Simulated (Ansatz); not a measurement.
# HfTi9: the cost of one run

Method: DFT PBE, scalar-relativistic, plane waves, PAW, in Ansatz 0.2.0.

### Step 1. The structure to begin with

The cell holds 20 atoms (Hf2Ti18): a = 7.226 Å, b = 7.213 Å, c = 7.415 Å, α = 90.43°, β = 86.38°, γ = 84.09°.

18 Ti, 2 Hf were thrown into a skewed cell at random, at 1.05 times a reference volume of the solid, and pushed apart as soft spheres.

Its coordinates follow in the input file.

### Step 2. Dynamics at 2900 K

The cutoff is lowered while the worst contacts of the packing are taken out. One k point, a Fermi-Dirac width of 0.250 eV and a fixed cell.

Contents of input.yaml:

```yaml
crystal:
  lattice:
    - [7.212305, 0.373017, 0.232064]
    - [0.373017, 7.203418, -0.033506]
    - [0.232064, -0.033506, 7.411684]
  atoms:
    - { symbol: Ti, position: [0.5500200932, 0.4245137803, 0.5629630709] }
    - { symbol: Ti, position: [0.8197779195, 0.7288849278, 0.6727365673] }
    - { symbol: Ti, position: [0.0638961189, 0.6624934111, 0.9952492077] }
    - { symbol: Ti, position: [0.7463516903, 0.4108458414, 0.9221499883] }
    - { symbol: Ti, position: [0.9861835229, 0.9094385947, 0.3292837621] }
    - { symbol: Ti, position: [0.921299169, 0.050668366, 0.9353444128] }
    - { symbol: Ti, position: [0.5678595988, 0.0666145089, 0.7457985016] }
    - { symbol: Ti, position: [0.4946015437, 0.8150656393, 0.4259526183] }
    - { symbol: Ti, position: [0.4089750318, 0.5013957928, 0.1714684986] }
    - { symbol: Ti, position: [0.05308745, 0.304395717, 0.1858859059] }
    - { symbol: Ti, position: [0.223706778, 0.3190793801, 0.8226670628] }
    - { symbol: Ti, position: [0.6761877134, 0.8037648839, 0.0596743703] }
    - { symbol: Ti, position: [0.1733510387, 0.9254818799, 0.6851597017] }
    - { symbol: Ti, position: [0.8021894907, 0.5540615297, 0.3096844024] }
    - { symbol: Ti, position: [0.4282045472, 0.6707009836, 0.8095900739] }
    - { symbol: Ti, position: [0.6648945986, 0.1646259917, 0.2506247823] }
    - { symbol: Ti, position: [0.1624079313, 0.5686050347, 0.4989852233] }
    - { symbol: Ti, position: [0.9092854891, 0.2461452924, 0.5747971863] }
    - { symbol: Hf, position: [0.3162234603, 0.9826534166, 0.076518787] }
    - { symbol: Hf, position: [0.303095307, 0.1745239386, 0.4316003786] }
  symmetry: { detect: false }
basis:
  ecutwfc: 320
kpoints:
  mp_grid: { grid: [1, 1, 1], shift: [0.25, 0.25, 0.25] }
hamiltonian:
  xc: pbe
scf:
  occupations: { method: fermi_dirac, width: 0.2499 }
  lower_state_search: "off"
  convergence: { dr2_threshold: 1.0e-06 }
output:
  forces: true
  stress: true
md:
  timestep: 3.0
  n_steps: 24
  ensemble: nvt_langevin
  friction: 0.03
  temperature: 2900.0
  initial_velocities: maxwell_boltzmann
  seed: 41261
```

Launch:

```sh
> ansatz run input.yaml --threads 2 --pin off --max-ram 5120MiB --backend cpu --events-out ev --progress --plain --runs-dir out
```

Q: Estimate wall time and peak memory on 2 threads of Intel Xeon Platinum 8175M at 2.50GHz (Skylake/Cascade Lake), shared host.

About 2.2 min, with a peak of 0.69 GiB.
